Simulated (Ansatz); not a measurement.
# VSe2: the cost of one run

Program: Ansatz 0.2.0. Level of theory: DFT LDA+U (U_eff = 7 eV on V d), plane waves, PAW. These are calculated values, not measurements.

### 1 Starting point

The structure is trigonal, space group P-3m1 (No. 164). Conventional cell: a = 3.355 Å, b = 3.355 Å, c = 6.134 Å, α = 90.00°, β = 90.00°, γ = 120.00°. V (site symmetry -3m) has 6 Se at 2.47 Å as nearest neighbours. Se (site symmetry 3m) is surrounded by 3 V at 2.47 Å.

As a file:

```cif
data_structure
_symmetry_space_group_name_H-M 'P 1'
_symmetry_Int_Tables_number 1
_cell_length_a 3.3550
_cell_length_b 3.3550
_cell_length_c 6.1340
_cell_angle_alpha 90.000
_cell_angle_beta 90.000
_cell_angle_gamma 120.000
_cell_volume 59.79
loop_
_atom_site_label
_atom_site_type_symbol
_atom_site_fract_x
_atom_site_fract_y
_atom_site_fract_z
_atom_site_occupancy
V1 V 0.00000 0.00000 0.00000 1
Se1 Se 0.33333 0.66667 0.25000 1
Se2 Se 0.66667 0.33333 0.75000 1
```

Magnetic order typed: ferromagnetic.

An earlier series on this cell reached its lowest free state from «random orbitals: single harmonics, first filling», perhaps among other starts.

### 2 Random orbitals: single harmonics, second filling

input.yaml

```yaml
crystal:
  lattice:
    - [3.35500155, 0.0, 0.0]
    - [-1.67750077, 2.90551657, 0.0]
    - [0.0, 0.0, 6.13399905]
  atoms:
    - { symbol: V, position: [0.0, 0.0, 0.0], spin: 1.0 }
    - { symbol: Se, position: [0.3333333333, 0.6666666667, 0.25] }
    - { symbol: Se, position: [0.6666666667, 0.3333333333, 0.75] }
basis:
  ecutwfc: 420
  ecutrho_ratio: 4
kpoints:
  mp_grid: { grid: [7, 7, 3] }
hamiltonian:
  xc: lda
  hubbard:
    sites:
      - { site: 0, l: d, u_eff: 7.0, starting_ns: [{ spin: up, occupation_matrix: s0up }, { spin: down, occupation_matrix: s0down }] }
    occupation_matrices:
      s0up:
        matrix:
          - [0.02, 0.0, 0.0, 0.0, 0.0]
          - [0.0, 0.02, 0.0, 0.0, 0.0]
          - [0.0, 0.0, 0.97, 0.0, 0.0]
          - [0.0, 0.0, 0.0, 0.02, 0.0]
          - [0.0, 0.0, 0.0, 0.0, 0.02]
      s0down:
        matrix:
          - [0.02, 0.0, 0.0, 0.0, 0.0]
          - [0.0, 0.02, 0.0, 0.0, 0.0]
          - [0.0, 0.0, 0.02, 0.0, 0.0]
          - [0.0, 0.0, 0.0, 0.02, 0.0]
          - [0.0, 0.0, 0.0, 0.0, 0.02]
    ns_hold: { iters: 12 }
scf:
  occupations: { method: gaussian, width: 0.05 }
  lower_state_search: "off"
  max_iter: 150
output:
  forces: true
  stress: true
  eigenvalues: true
  populations: true
  hubbard: { sites: [{ site: 0, l: d }] }
magnetization:
  spin_polarized: true
```

The typed matrices put 0.97 on the chosen orbitals and 0.02 on the others, and are held for 12 cycles.

Started as:

```
$ ansatz run input.yaml --threads 2 --pin off --max-ram 3072MiB --backend cpu --events-out ev --progress --plain --runs-dir out
```

**Question.** How long does this run take on 2 threads of Intel Xeon Platinum 8488C (Sapphire Rapids), shared host, and how much memory does it need?

About 13 s, with a peak of 0.53 GiB.
